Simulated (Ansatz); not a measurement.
Working through a supercell folding check of La₃Ag, space group Pm-3m

Computed with Ansatz 0.2.0 through its Python package.

Run as a notebook:

```python
from dataclasses import dataclass

import ansatz as az
from tabulate import tabulate


@dataclass
class Options:
    functional: str = 'lda'
    occupations: str = 'gaussian'
```

```python
cfg = Options()
```

```python
lattice = az.Lattice.of(
    [5.0195, 0.0, 0.0],
    [0.0, 5.0195, 0.0],
    [0.0, 0.0, 5.0195],
)
sites = [
    ('La', [0.0, 0.5, 0.5]),
    ('La', [0.5, 0.0, 0.5]),
    ('La', [0.5, 0.5, 0.0]),
    ('Ag', [0.0, 0.0, 0.0]),
]
system = az.Crystal(lattice=lattice)
for symbol, position in sites:
    system = system.atom(symbol, position)

[site.symbol for site in system.resolved().sites]
```

    ['La', 'La', 'La', 'Ag']

```python
# the mesh shrinks as the cell grows, so that all cells sample the same points
mesh = (4, 4, 4)
rows = []
for repeats in [(1, 1, 1), (1, 2, 1), (2, 2, 1)]:
    model = system.supercell(*repeats).calculation()
    model = model.functional(cfg.functional).occupations(cfg.occupations)
    model = model.kpoints(*(k // n for k, n in zip(mesh, repeats)))
    summary = model.run().report
    n = len(summary['lattice']['sites'])
    rows.append((repeats, n, summary['free_energy_ev'] / n, summary['fermi_energy_ev'], summary['n_kpoints'], summary['n_symmetry_ops']))
print(tabulate(rows, headers=['repeats', 'atoms', 'F/atom eV', 'Fermi level eV', 'k-points', 'symmetry operations'], floatfmt='.4f', tablefmt='simple'))
```

    DeckWarning: basis.ecutwfc = 420 eV, auto-derived from the records' recommended cutoffs: set by La (normal level)
    repeats      atoms    F/atom eV    Fermi level eV    k-points    symmetry operations
    ---------  -------  -----------  ----------------  ----------  ---------------------
    (1, 1, 1)        4   -6421.6157           11.6605          10                     48
    (1, 2, 1)        8   -6421.6157           11.6605          12                     32
    (2, 2, 1)       16   -6421.6157           11.6605           9                     64

The settings weren't tested for convergence. The mesh is modest for a metal, so energies can be off by several to tens of meV an atom and pressures by half a GPa or more; differences at equal mesh fare better. The structure comes from a database of computed cells and needn't be a stable or known phase. Warnings are shown shortened and without file and line. The count of operations in a supercell holds its pure translations too, and an uneven repeat can lower the point group. Hardware and time: 51 s on 1 thread of Arm Neoverse V1, with other jobs on the host, peak memory 1 GiB.
